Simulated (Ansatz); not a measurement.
# H₄Si₂TeZn: how energies converge with the basis set

How large a basis does H₄Si₂TeZn need? Two functionals are run in growing sets.

Computed with Ansatz 0.2.0, Gaussian basis. Level: one geometry, several basis sets.

Plan: PBE0-D4/def2-SVP; ωB97M-V/def2-SVP; PBE0-D4/def2-QZVPP; ωB97M-V/def2-QZVPP; the functionals' def2-TZVPP values are taken from earlier runs.

### 1 The geometry

An earlier PBE0-D4 in a triple-zeta def2 set relaxation fixed the geometry. Te takes the def2 core potential; no spin-orbit term is included.

SMILES `[ZnH][SiH]1[SiH2][Te]1`, 8 atoms, charge 0, spin multiplicity 1.

Atoms are counted from 1 here; the program's logs count them from 0.

Bond lengths: Zn1–Si2 2.348 Å, Zn1–H5 1.549 Å, Si2–Si3 2.284 Å, Si2–Te4 2.557 Å, Si2–H6 1.490 Å, Si3–Te4 2.486 Å, Si3–H7 1.482 Å, Si3–H8 1.483 Å. Angles: Si2–Zn1–H5 175.9°, Zn1–Si2–Si3 119.8°, Zn1–Si2–Te4 106.7°, Zn1–Si2–H6 123.8°, Si3–Si2–Te4 61.5°, Si3–Si2–H6 114.2°, Te4–Si2–H6 111.6°, Si2–Si3–Te4 64.7°, Si2–Si3–H7 120.1°, Si2–Si3–H8 120.6°, Te4–Si3–H7 115.6°, Te4–Si3–H8 116.1°, H7–Si3–H8 111.7°, Si2–Te4–Si3 53.8°.

As a file:

```xyz
8
H4Si2TeZn
Zn   -1.65253    1.74716   -0.47789
Si    0.45392    0.78229   -0.09418
Si    0.59631   -1.37337    0.64657
Te    0.73351   -1.08545   -1.81842
H    -3.06855    2.29245   -0.78739
H     1.70860    1.56837    0.07040
H     1.83409   -1.85327    1.30611
H    -0.60535   -2.07818    1.15481
```

### 2 PBE0-D4 in def2-SVP

in.yaml reads:

```yaml
crystal:
  periodic: [false, false, false]
  atoms:
    - {symbol: Zn, position_ang: [-1.652526, 1.747163, -0.477886]}
    - {symbol: Si, position_ang: [0.453923, 0.782286, -0.094178]}
    - {symbol: Si, position_ang: [0.596314, -1.373366, 0.646567]}
    - {symbol: Te, position_ang: [0.733506, -1.085451, -1.818422]}
    - {symbol: H, position_ang: [-3.068552, 2.292447, -0.787395]}
    - {symbol: H, position_ang: [1.708596, 1.568370, 0.070405]}
    - {symbol: H, position_ang: [1.834088, -1.853267, 1.306107]}
    - {symbol: H, position_ang: [-0.605350, -2.078184, 1.154813]}
basis:
  gaussian: {orbitals: def2-SVP}
hamiltonian: {xc: pbe0, dispersion: d4}
output: {orbitals: {seedname: orbitals}}
```

Command:

```bash
$ ansatz run in.yaml --threads 4 --pin off --events-out ev --progress --plain --max-ram 10444MiB
```

The runs that follow: ωB97M-V in def2-SVP; PBE0-D4 in def2-QZVPP; ωB97M-V in def2-QZVPP.

**Question.** What will the summary of the whole plan be? Wanted: PBE0-D4: double and triple zeta above quadruple; ωB97M-V: double and triple zeta above quadruple.

**Answer**, as computed:

| quantity | value |
| --- | --- |
| PBE0-D4: double and triple zeta above quadruple | 14.59, 1.73 eV |
| ωB97M-V: double and triple zeta above quadruple | 14.55, 1.67 eV |

What this shows: PBE0-D4 gains 12.87 eV from double to triple zeta, then 1.73 eV more. These are total energies; as a rule much of such shifts cancels in differences, which this series doesn't test.
